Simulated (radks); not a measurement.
# Exchange and kinetic functionals tested on atomic densities: Mo⁺, Cs, Cr⁺, Ce⁴⁺, He

An exercise on one series of results from a longer session: the logs are not shown, and one member is left open.

Method: non-relativistic Kohn-Sham, r2SCAN, spin-polarised, spherical densities, point nucleus; open shells are filled with parallel spins first. Code: radks (a radial shooting solver on a logarithmic mesh, Libxc functionals) version 1.

## The system

```
species : Mo⁺ ([Kr] 4d5), Cs ([Xe] 6s1), Cr⁺ ([Ar] 3d5), Ce⁴⁺ ([Xe]), He ([He])
```

Set-up of the first run:

Input:

```text
Z 42
configuration [Kr] 4d5
relativity non-relativistic
functional r2scan,r2scan
spin polarised
nucleus point
```

Among the steps run: Mo⁺, [Kr] 4d5.

One table of the session follows, with a row left open; its other results are not shown here.

It belongs to the step «Mo⁺, [Kr] 4d5». Sizes of the orbitals, from the radial functions (bohr):

```
  level     <r>  outermost maximum (interpolated)  90 % within  nodes
  3d up  0.4145                             0.323        0.661      0
3d down  0.4145                             0.324        0.661      0
  4s up   1.147                              1.02         1.67      3
4s down   1.136                              1.01         1.66      3
  4p up   1.261                              1.09         1.87      2
4p down   1.244                              1.08         1.85      2
  4d up   1.824                              1.37         2.92      1
4d down       ?                                 ?            ?      ?
```

Estimate the missing values for 4d down.

The run gave: <r>: 1.885; outermost maximum (interpolated): 1.34; 90 % within: 3.13; nodes: 1. In the column «<r>» it is the highest.
